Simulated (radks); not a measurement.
# Cs²⁺ in [Kr] 4d10 5s2 5p5: an all-electron calculation

Wanted: eigenvalues, radial structure and energy terms of the caesium ion Cs2+.

The numbers are computed with radks (a radial shooting solver on a logarithmic mesh, Libxc functionals) version 1 (scalar-relativistic Kohn-Sham, LDA (Slater exchange, Perdew-Wang correlation), spin-polarised, spherical densities, point nucleus; open shells are filled with parallel spins first), except any that are marked as measured or tabulated.

### Step 1. The atom as given

| Quantity | Value |
| --- | --- |
| element | caesium (Z = 55) |
| charge | +2 |
| electrons | 53 |
| configuration | [Kr] 4d10 5s2 5p5 |

Outer shells as boxes (Hund's rule):

Cs²⁺
```
[Kr] core
4d [↑↓][↑↓][↑↓][↑↓][↑↓]
5s [↑↓]
5p [↑↓][↑↓][↑ ]
```

### Step 2. The calculation

The run's settings:

```text
Z 55
configuration [Kr] 4d10 5s2 5p5 6s0 4f0 5d0 6p0
relativity scalar-relativistic
functional lda,pw
spin polarised
nucleus point
c 137.035999084
```

Command:

```console
$ python run_ks.py task.json out
```

All runs below come from this command, one after another.

What does the calculation give?

**Answer**, as computed:

| quantity | value |
| --- | --- |
| total energy | -7779.8173 hartree |
| exchange-correlation share of it | 2.38 % |
| −T/E | 1.0534 |
| highest occupied level | 5p down, -28.611 eV |
| most extended occupied level | 5p down, <r> = 1.99 bohr |
| radius at density 0.001 e/bohr³ | 3.80 bohr |
| maxima of the radial density | 4 |
| ionisation energy, NIST | 33.195 (semi-emp.) eV |

**Reading.** 5 principal shells are occupied and 4 maxima appear in the radial density; where shells overlap, one shows as a shoulder or not at all. Relativity lifts −T/E to 1.053. The top level binds by 28.611 eV, 86 % of the NIST ionisation energy of 33.195 eV; the potential of a semilocal functional falls off too fast, so its top eigenvalue is too shallow. Open shells are spherical and high-spin; term and fine-structure splittings are not resolved. Spin-orbit splitting is averaged out at the scalar-relativistic level.
